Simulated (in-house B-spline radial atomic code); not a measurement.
**Er⁺: density, ELF and screening along the radius**

Aim: the shell structure of Er⁺ in the radial density, the electron localisation function and the screened nuclear charge, under several settings.

Method: several methods, spin-polarised, as named in each step; spherical all-electron atom at the radial basis limit. Code: in-house B-spline radial atomic code version 1.

**1. The system**

```
element       : erbium (Z = 68)
charge        : +1
electrons     : 67
configuration : [Xe] 4f12 6s1
nucleus       : point (non-relativistic runs) or finite (X2C runs)
```

Outer shells as boxes (Hund's rule):

[Xe] 4f12 6s1
```
[Xe] core
4f [↑↓][↑↓][↑↓][↑↓][↑↓][↑ ][↑ ]
6s [↑ ]
```

Where spins are not typed, each open shell is filled with up spins first.

**2. LDA (VWN5), non-rel.**

The run's settings:

```ini
Z = 68
electrons = 67.0
configuration = [Xe] 4f12 6s1
hamiltonian = nr
method = lda,vwn
spin_polarised = True
```

Started as:

```console
> python run_scf.py task.json out
```

The settings of every run stand in task.json; they run in order.

**3. PBE, non-rel.**

The run's settings:

```ini
Z = 68
electrons = 67.0
configuration = [Xe] 4f12 6s1
hamiltonian = nr
method = pbe,pbe
spin_polarised = True
```

**4. Hartree-Fock, non-rel.**

The run's settings:

```ini
Z = 68
electrons = 67.0
configuration = [Xe] 4f12 6s1
hamiltonian = nr
method = hf
spin_polarised = True
```

**5. revTPSS, non-rel.**

The run's settings:

```ini
Z = 68
electrons = 67.0
configuration = [Xe] 4f12 6s1
hamiltonian = nr
method = revtpss,revtpss
spin_polarised = True
```

Before running: How large is the system in each run, where do the shell borders lie, and what is the highest level?

**Answer**, as computed:

| run | total energy (hartree) | highest level (eV) | radius holding 50 / 90 / 99 % (bohr) | radius at n = 0.001 (bohr) | ELF minima on the full grid (bohr) |
| --- | --- | --- | --- | --- | --- |
| LDA (VWN5), non-rel. | -12494.5300 | -8.943 | 0.417 / 1.36 / 3.38 | 4.46 | 0.035, 0.11, 0.35, 0.86, 2.7 |
| PBE, non-rel. | -12501.5440 | -8.735 | 0.417 / 1.36 / 3.41 | 4.47 | 0.036, 0.11, 0.35, 0.87, 2.7 |
| Hartree-Fock, non-rel. | -12497.9479 | -10.389 | 0.417 / 1.35 / 3.53 | 4.53 | 0.037, 0.12, 0.36, 0.91, 2.9 |
| revTPSS, non-rel. | -12500.0821 | -8.634 | 0.417 / 1.36 / 3.44 | 4.50 | 0.036, 0.11, 0.35, 0.88, 2.8 |

In the first run ELF has 5 minima on the grid, which mark the borders between shells. On the record's full grid the screened charge (r times the electrostatic potential) falls from 67.9 near the nucleus to 1.00 at 13 bohr; far out it tends to the net charge, 1. The radius that holds 99 % of the electrons runs from 3.38 bohr (LDA (VWN5), non-rel.) to 3.53 bohr (Hartree-Fock, non-rel.). The grid is coarse (about 26 % a step), so the places of minima are rough.

Members of this set that are not shown: 5 used exact exchange with fractional occupations of an open shell, which is unsound here.
